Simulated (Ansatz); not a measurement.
This script makes a test of the smearing width of TiAl, space group Pm-3m with Ansatz 0.2.0 through its Python package.

`tial.py`
```python
import ansatz as az
import pandas as pd

structure = (
    az.Lattice.from_parameters(3.018, 3.018, 3.018, alpha=90.0, beta=90.0, gamma=90.0)
    .atom("Ti", (0.5, 0.5, 0.5))
    .atom("Al", (0.0, 0.0, 0.0))
)

calculation = (
    structure.calculation()
    .functional("lda")
    .pseudopotentials("paw")
    .kpoints(8)
    .stress()
)

rows = []
for value in [0.3, 0.2, 0.1, 0.05]:
    rep = calculation.occupations("gaussian", width=value).run(threads=1, backend="cpu").report
    rows.append((value, rep["free_energy_ev"] / len(rep["lattice"]["sites"]), rep["n_iterations"], sum(rep["stress_gpa"][i][i] for i in range(3)) / 3, rep["n_kpoints"]))

table = pd.DataFrame(rows, columns=["width (eV)", "F/atom (eV)", "iterations", "P (GPa)", "k-points"])
print(table.round(5).to_string(index=False))

for row in rows[:-1]:
    shift = 1000 * (row[1] - rows[-1][1])
    print(f"{row[0]}: {shift:+.2f} meV/atom" + ("  (within 1 meV)" if abs(shift) < 1 else ""))
```

How much does the free energy per atom change between the narrowest and the widest smearing, and why?

Going from 0.05 to 0.3 eV changes F by -22.9 meV an atom. With this scheme F falls roughly as the square of the width; the report's estimate for zero width (energy_sigma0_ev) moves by only -0.8 meV. The pressure moves from 15.93 to 16.41 GPa.

What the script printed:

Running `python tial.py` prints:
```text
DeckWarning: basis.ecutwfc = 420 eV, auto-derived from the records' recommended cutoffs: set by Ti (normal level)
 width (eV)  F/atom (eV)  iterations  P (GPa)  k-points
       0.30  -1481.82088           6 16.41195        35
       0.20  -1481.80805           6 16.21890        35
       0.10  -1481.79978           6 16.03740        35
       0.05  -1481.79800           6 15.93403        35
0.3: -22.89 meV/atom
0.2: -10.05 meV/atom
0.1: -1.78 meV/atom
```
(Warnings from the package without file and line.)

Reading the output:
- The run is spin-unpolarised.
- The mesh is modest for a metal, so energies can be off by several to tens of meV an atom and pressures by half a GPa or more; differences at equal mesh fare better.
- The free energy holds a sizeable smearing term, which stands for no physical temperature.
- Of the deposited cell: it was measured well above room temperature.
- The narrowest width needs the finest mesh, so the last row is no converged reference.
- Pressure is positive in compression.
- At these settings the cell as given stands under about 16 GPa, so it isn't at this functional's equilibrium volume and may be a high-pressure phase.
- The starting cell is as deposited in a crystallographic database; the results hold for this polymorph, which needn't be the stable one.
- Wall time of the script: 4.7 s on 1 thread of Arm Neoverse V1, on a shared host, peak memory 0.38 GiB.

(Lines on the test bed's own set-up are left out of the output.)
